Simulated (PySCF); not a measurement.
The system is SBClH2, in a box.

```xyz
5
Lattice="12.0000 0.0000 0.0000 0.0000 12.0000 0.0000 0.0000 0.0000 11.0000" Properties=species:S:1:pos:R:3 pbc="T T T"
S     4.7606    6.2576    5.1646
B     6.4580    6.0485    5.6528
Cl    6.9437    4.5274    6.3570
H     4.8974    7.5145    4.7110
H     7.2655    6.9097    5.5138
```

Base run:

```yaml
Program: PySCF 2.14.0
Functional: BHandHLYP
Potentials_or_basis: pob-tzvp-rev2 (all-electron)
k_mesh: 1 × 1 × 1
Occupations: fixed
Spin: no spin polarisation
```

Its results: gap between the frontier levels 9.83 eV.

Question: After a change of settings the same cell gave: gap between the frontier levels 5.69 eV. Which change was it?
A. functional from BHandHLYP to HLE16
B. functional from BHandHLYP to M06; dispersion from none to D4
C. functional from BHandHLYP to AM05; dispersion from none to D4

Answer: A.

Caveats: this is a molecule in a periodic box at the Γ point, so its band gap is the HOMO-LUMO gap; the basis of atomic orbitals isn't converged, which shifts pressures, moduli and gaps.

Runs at the PBE level aren't shown here.
